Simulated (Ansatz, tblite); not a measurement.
# The cluster HfB12: a ladder of methods and basis sets

Aim: run the singlet of the cluster HfB12 at one geometry on many levels, and compare frontier levels, spin and run time.

Computed with Ansatz 0.2.0, Gaussian basis. Level: as each input shows.

Plan: GFN1-xTB, GFN2-xTB, PBE-D4/def2-TZVP, r2SCAN-D4/def2-TZVP, HF/def2-TZVP, CAM-B3LYP-D4/def2-TZVP, PBE-D4/def2-SVP, PBE0-D4/def2-SVP, MP2/def2-SVP.

5 further runs of the same task are left out: 3 that didn't finish, 2 set aside as unsound or not needed. Runs told in other sessions of the task aren't counted.

## 1. The structure

The geometry is that of the singlet, from an earlier relaxation (PBE-D4/def2-SVP). At that level it is the lowest of the isomers that a small search found.

13 atoms, charge 0, spin multiplicity 1.

Bond lengths: Hf1–B2 2.330 Å, Hf1–B3 2.505 Å, Hf1–B4 2.561 Å, Hf1–B5 2.381 Å, Hf1–B6 2.650 Å, Hf1–B7 2.596 Å, Hf1–B8 2.640 Å, Hf1–B9 2.716 Å, Hf1–B10 2.554 Å, Hf1–B11 2.660 Å, Hf1–B12 2.726 Å, Hf1–B13 2.405 Å, B2–B3 1.566 Å, B2–B10 1.569 Å, B3–B8 1.831 Å, B3–B11 1.587 Å, B4–B5 1.609 Å, B4–B6 1.740 Å and more. Angles: B2–Hf1–B3 37.6°, B2–Hf1–B4 98.0°, B2–Hf1–B5 100.4°, B2–Hf1–B6 63.4°, B2–Hf1–B7 99.3°, B2–Hf1–B8 64.0°, B2–Hf1–B9 65.0°, B2–Hf1–B10 37.1°, B2–Hf1–B11 73.1°, B2–Hf1–B12 71.6°, B2–Hf1–B13 101.4°, B3–Hf1–B4 125.4°, B3–Hf1–B5 106.1°, B3–Hf1–B6 86.5°, B3–Hf1–B7 65.5°, B3–Hf1–B8 41.6°, B3–Hf1–B9 66.2°, B3–Hf1–B10 74.1° and more.

Coordinates:

```
atom    x (Å)    y (Å)    z (Å)
 Hf1  -0.7957   0.7469   0.7943
  B2  -1.2752   0.2527  -1.4312
  B3  -0.3105   1.4809  -1.5510
  B4  -0.6268  -1.6566   1.6635
  B5   0.7784  -0.9696   1.2882
  B6  -0.2157  -1.7057  -0.0262
  B7   1.5126   1.8922   0.4794
  B8   1.2514   0.8083  -0.8724
  B9   1.0651  -0.7755  -0.4696
 B10  -1.8006  -1.0454  -0.7229
 B11   0.6496   2.4101  -0.6950
 B12  -1.8067  -1.7817   0.6728
 B13   1.5739   0.3432   0.8701
```

Hf takes a core potential in the def2 sets. No spin-orbit coupling is included.

PBE0-D4/def2-TZVP was run before; its log isn't repeated, and its numbers join the tables.

## 2. GFN1-xTB

Tight binding, by tblite at 300 K electronic temperature and without a spin-polarisation term:

```python
tblite.interface.Calculator('GFN1-xTB', numbers, positions, charge=0, uhf=0).singlepoint()
```

Energy -481.9879 eV, HOMO -8.56 eV, LUMO -8.25 eV; 0.012 s.

## 3. GFN2-xTB

Tight binding, by tblite at 300 K electronic temperature and without a spin-polarisation term:

```python
tblite.interface.Calculator('GFN2-xTB', numbers, positions, charge=0, uhf=0).singlepoint()
```

Energy -426.7676 eV, HOMO -5.39 eV, LUMO -5.27 eV; 0.021 s.

## 4. PBE-D4/def2-TZVP

start.molden holds the orbitals of an earlier run on this state, given as this run's starting guess.

Input file in.yaml:

```yaml
crystal:
  periodic: [false, false, false]
  atoms:
    - {symbol: Hf, position_ang: [-0.795689, 0.746918, 0.794296]}
    - {symbol: B, position_ang: [-1.275221, 0.252712, -1.431195]}
    - {symbol: B, position_ang: [-0.310468, 1.480905, -1.551045]}
    - {symbol: B, position_ang: [-0.626753, -1.656558, 1.663528]}
    - {symbol: B, position_ang: [0.778433, -0.969564, 1.288194]}
    - {symbol: B, position_ang: [-0.215683, -1.705701, -0.026238]}
    - {symbol: B, position_ang: [1.512571, 1.892163, 0.479448]}
    - {symbol: B, position_ang: [1.251374, 0.808349, -0.872379]}
    - {symbol: B, position_ang: [1.065096, -0.775488, -0.469605]}
    - {symbol: B, position_ang: [-1.800581, -1.045369, -0.722873]}
    - {symbol: B, position_ang: [0.649640, 2.410091, -0.695007]}
    - {symbol: B, position_ang: [-1.806660, -1.781691, 0.672776]}
    - {symbol: B, position_ang: [1.573930, 0.343244, 0.870109]}
basis:
  gaussian: {orbitals: def2-TZVP, initial_orbitals: start.molden}
hamiltonian: {xc: pbe, dispersion: d4}
scf: {omitted_lower_state_checks: [starts]}
output: {orbitals: {seedname: orbitals}}
```

Started as:

```sh
ansatz run in.yaml --threads 4 --pin off --events-out ev --progress --plain --max-ram 6963MiB
```

After this run come: r2SCAN-D4/def2-TZVP; HF/def2-TZVP; CAM-B3LYP-D4/def2-TZVP; PBE-D4/def2-SVP; PBE0-D4/def2-SVP; MP2/def2-SVP.

Before running them: what should the planned runs give, taken together? Wanted: gap in def2-TZVP, named functionals and Hartree-Fock, smallest and largest; correlation energy, MP2/def2-SVP; binding an atom, functionals in def2-TZVP; PBE0 total energy, smallest basis above largest.

**Answer**, as computed:

```
                                                                  quantity                                    value
gap in def2-TZVP, named functionals and Hartree-Fock, smallest and largest           0.57 eV (PBE-D4), 5.74 eV (HF)
                                          correlation energy, MP2/def2-SVP                                -37.40 eV
                                 binding an atom, functionals in def2-TZVP  4.77 (CAM-B3LYP-D4) to 5.30 eV (PBE-D4)
                           PBE0 total energy, smallest basis above largest            8.33 eV (def2-SVP, def2-TZVP)
```

Orbital gaps of the named functionals and Hartree-Fock in def2-TZVP span 0.57 eV (PBE-D4) to 5.74 eV (HF); exact exchange widens it.
